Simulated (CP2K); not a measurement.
# CH3F2In (SMILES F[CH](F)[InH2]): a chain of runs

We compute a structure relaxation (GFN1-xTB), then the harmonic vibrations of CH3F2In. 

Program for the calculation: CP2K 2026.2.

1 further run of the same task is left out (set aside as unsound or not needed).

### Step 1. Starting point

The species is CH3F2In (7 atoms), meant as a singlet with charge 0. SMILES: `F[CH](F)[InH2]`. All atoms were displaced at random from a relaxed shape. The run starts from this shape.

Bond lengths: F1–C2 1.436 Å, C2–F3 1.395 Å, C2–In4 2.152 Å, C2–H5 1.117 Å, In4–H6 1.705 Å, In4–H7 1.717 Å. Angles: F1–C2–F3 102.4°, F1–C2–In4 111.7°, F3–C2–In4 111.1°, F1–C2–H5 102.0°, F3–C2–H5 107.9°, In4–C2–H5 120.0°, C2–In4–H6 118.4°, C2–In4–H7 119.2°, H6–In4–H7 122.4°.

### Step 2. A geometry optimisation at GFN1-xTB (run 1)

The input, mol.inp:

```
&FORCE_EVAL
 METHOD Quickstep
 &DFT
  CHARGE 0
  MULTIPLICITY 1
  &QS
   METHOD XTB
   EPS_DEFAULT 1.0E-10
   &XTB
    GFN_TYPE 1
    CHECK_ATOMIC_CHARGES F
   &END XTB
  &END QS
  &POISSON
   PERIODIC NONE
   POISSON_SOLVER ANALYTIC
  &END POISSON
  &SCF
   SCF_GUESS ATOMIC
   EPS_SCF 1.0E-07
   MAX_SCF 100
   ADDED_MOS 2
   &DIAGONALIZATION
    ALGORITHM STANDARD
   &END DIAGONALIZATION
   &MIXING
    METHOD BROYDEN_MIXING
    ALPHA 0.4
    NBUFFER 8
   &END MIXING
   &SMEAR ON
    METHOD FERMI_DIRAC
    ELECTRONIC_TEMPERATURE [K] 300
   &END SMEAR
  &END SCF
  &PRINT
   &MOMENTS
    PERIODIC F
    REFERENCE COM
    MAX_MOMENT 1
   &END MOMENTS
   &MULLIKEN OFF
   &END MULLIKEN
   &HIRSHFELD OFF
   &END HIRSHFELD
  &END PRINT
 &END DFT
 &SUBSYS
  &CELL
   ABC [angstrom] 19.3 19.9 20
   PERIODIC NONE
  &END CELL
  &COORD
   SCALED T
   F    0.49780754   0.40187407   0.55048662
   C    0.51985526   0.47066010   0.54583388
   F    0.58605484   0.46468317   0.51843898
   In   0.45307816   0.52843794   0.48164542
   H    0.52571557   0.48482568   0.59956478
   H    0.41394516   0.59812593   0.51376687
   H    0.44090712   0.50299709   0.40043522
  &END COORD
 &END SUBSYS
&END FORCE_EVAL
&MOTION
 &GEO_OPT
  OPTIMIZER LBFGS
  MAX_ITER 100
  MAX_FORCE 1.0E-04
  RMS_FORCE 6.7E-05
 &END GEO_OPT
 &PRINT
  &TRAJECTORY
   &EACH
    GEO_OPT 1
   &END EACH
  &END TRAJECTORY
  &FORCES ON
   &EACH
    GEO_OPT 1
   &END EACH
  &END FORCES
  &RESTART OFF
  &END RESTART
  &RESTART_HISTORY OFF
  &END RESTART_HISTORY
 &END PRINT
&END MOTION
&GLOBAL
 PROJECT_NAME mol
 RUN_TYPE GEO_OPT
 PRINT_LEVEL LOW
&END GLOBAL
```

The run is started by

```bash
$ OMP_NUM_THREADS=1 cp2k.psmp -i mol.inp > mol.out 2>&1
```

Output:

```text
CP2K| version string:                                       CP2K version 2026.2
[...]
 GLOBAL| Method name                                                        CP2K
[...]
 GLOBAL| Run type                                                        GEO_OPT
[...]
                             - Atoms:                                          7
[...]
                             - Spherical basis functions:                     27
[...]
 Number of electrons:                                                         24
[...]
     1 NoMix/Diag. 0.40E+00    0.0     0.63723782       -15.4033945003 -1.54E+01
[...]
  *** SCF run converged in    32 steps ***
[...]
 ENERGY| Total FORCE_EVAL ( QS ) energy [hartree]            -15.503575192334537
[...]
 OPT| Step number                                                              1
[...]
 OPT| Total energy [hartree]                                      -15.5066727391
[...]
 OPT| Step number                                                             13
[...]
 OPT| Total energy [hartree]                                      -15.5078973790
[...]
 OPT| Step number                                                             14
[...]
 OPT| Total energy [hartree]                                      -15.5078974251
[...]
 ***                    GEOMETRY OPTIMIZATION COMPLETED                      ***
[...]
    25 Broy./Diag. 0.40E+00    0.0     0.00000003       -15.5078975147 -3.47E-08
  *** SCF run converged in    25 steps ***
[...]
  Fermi energy:                                                -0.22552206743062
[...]
 TB_DIPOLE| Moment [Debye]         -2.48265621       3.04716476      -0.76866658
 TB_DIPOLE| Derivative [a.u.]       0.00000000       0.00000000       0.00000000
 ENERGY| Total FORCE_EVAL ( QS ) energy [hartree]            -15.507897514677795
[...]
```

Run time: 5.4 s. Hardware: 1 thread of Intel Xeon Platinum 8488C (Sapphire Rapids), shared host; peak memory 0.2 GiB.

Step by step:

```
step  energy from the first frame kept (eV)  largest force (eV/Å)
   1                                 0.0000                0.5991
   2                                -0.0120                0.3115
   3                                -0.0251                0.2339
   4                                -0.0308                0.2275
   5                                -0.0312                0.3397
   6                                -0.0326                0.0554
   7                                -0.0328                0.0335
   8                                -0.0330                0.0237
   9                                -0.0331                0.0308
  10                                -0.0332                0.0211
  11                                -0.0333                0.0127
  12                                -0.0333                0.0169
  13                                -0.0333                0.0076
  14                                -0.0333                0.0043
  15                                -0.0333                0.0043
```

After the run. Bond lengths: F1–C2 1.381 Å, C2–F3 1.382 Å, C2–In4 2.253 Å, C2–H5 1.109 Å, In4–H6 1.720 Å, In4–H7 1.713 Å. Angles: F1–C2–F3 105.0°, F1–C2–In4 111.7°, F3–C2–In4 111.1°, F1–C2–H5 104.0°, F3–C2–H5 104.0°, In4–C2–H5 119.8°, C2–In4–H6 117.2°, C2–In4–H7 117.7°, H6–In4–H7 125.1°.

### Step 3. Vibrational wavenumbers at GFN1-xTB (run 2)

The input, gas.inp:

```
&FORCE_EVAL
  METHOD QS
  &DFT
    &QS
      METHOD XTB
      EPS_DEFAULT 1.0E-10
      &XTB
        GFN_TYPE 1
        CHECK_ATOMIC_CHARGES F
      &END XTB
    &END QS
    &POISSON
      PERIODIC NONE
      POISSON_SOLVER ANALYTIC
    &END POISSON
    &SCF
      SCF_GUESS ATOMIC
      EPS_SCF 1.0E-08
      MAX_SCF 100
      ADDED_MOS 2
      &DIAGONALIZATION
        ALGORITHM STANDARD
      &END DIAGONALIZATION
      &MIXING
        METHOD BROYDEN_MIXING
        ALPHA 0.4
        NBUFFER 8
      &END MIXING
      &SMEAR ON
        METHOD FERMI_DIRAC
        ELECTRONIC_TEMPERATURE [K] 300
      &END SMEAR
    &END SCF
    &PRINT
      &MOMENTS
        PERIODIC F
        REFERENCE COM
        MAX_MOMENT 1
      &END MOMENTS
      &MULLIKEN OFF
      &END MULLIKEN
      &HIRSHFELD OFF
      &END HIRSHFELD
    &END PRINT
  &END DFT
  &SUBSYS
    &CELL
      ABC 19.4 19.9 20
      PERIODIC NONE
    &END CELL
    &COORD
      SCALED T
      F    0.49855753   0.40127324   0.55200740
      C    0.52041149   0.46717153   0.54750515
      F    0.58641433   0.46351244   0.52179960
      In   0.45123407   0.52841812   0.48063795
      H    0.52824747   0.48255048   0.60024140
      H    0.41358567   0.59872676   0.51485945
      H    0.44083799   0.50199018   0.39975860
    &END COORD
  &END SUBSYS
&END FORCE_EVAL

&VIBRATIONAL_ANALYSIS
  DX 0.005
  INTENSITIES T
  NPROC_REP 1
  &PRINT
    &PROGRAM_RUN_INFO ON
    &END PROGRAM_RUN_INFO
  &END PRINT
&END VIBRATIONAL_ANALYSIS

&GLOBAL
  PROJECT gas
  RUN_TYPE VIBRATIONAL_ANALYSIS
  PRINT_LEVEL LOW
&END GLOBAL
```

The run is started by

```bash
$ OMP_NUM_THREADS=1 cp2k.psmp -i gas.inp -o gas.out
```

Output:

```text
CP2K| version string:                                       CP2K version 2026.2
[...]
 GLOBAL| Method name                                                        CP2K
[...]
 GLOBAL| Run type                                           VIBRATIONAL_ANALYSIS
[...]
                             - Atoms:                                          7
[...]
                             - Spherical basis functions:                     27
[...]
  Dipole moment [Debye]
    X=   -0.00994679 Y=   -0.00066104 Z=   -0.03277029     Total=     0.03425299
 VIB|
[...]
 VIB|Frequency (cm^-1) -2.8525727701E+01    1.1022843024E+02    1.7640312354E+02
 VIB|IR int (KM/Mole)   1.7989933097E+00    1.2359231678E+00    1.1544419783E+01
[...]
 VIB|Frequency (cm^-1)  1.0548849404E+03    1.2475640155E+03    1.3138567135E+03
 VIB|IR int (KM/Mole)   7.2327946656E+01    4.2085711571E+01    9.1724991118E+00
[...]
 VIB|Frequency (cm^-1)  1.6901906042E+03    1.7687016329E+03    2.8667487955E+03
 VIB|IR int (KM/Mole)   2.7391193907E+02    4.0503245650E+02    3.1109212075E+01
[...]
```

It took 8.4 s on 1 thread of Intel Xeon Platinum 8488C (Sapphire Rapids), shared host; peak memory 0.21 GiB.

### Step 4. Summary of results

```
                                                  quantity                 value
                  run 1, GFN1-xTB: total energy at the end          -15.50790 Eh
run 1, GFN1-xTB: dipole moment (from atomic charges alone)                4.00 D
                        run 1, GFN1-xTB: dispersion energy          -3.66 kJ/mol
               run 2, GFN1-xTB: lowest harmonic wavenumber  29i cm⁻¹ (imaginary)
              run 2, GFN1-xTB: highest harmonic wavenumber             2867 cm⁻¹
```

What this shows: The dipole (run 1, GFN1-xTB) comes from point charges on the atoms alone, without atomic dipoles, so it is partial. The optimisation (run 1, GFN1-xTB) took 14 steps and changed the energy by -0.118 eV. 1 mode is imaginary (lowest 29i cm⁻¹); so small a value may be numerical noise or a very soft motion.
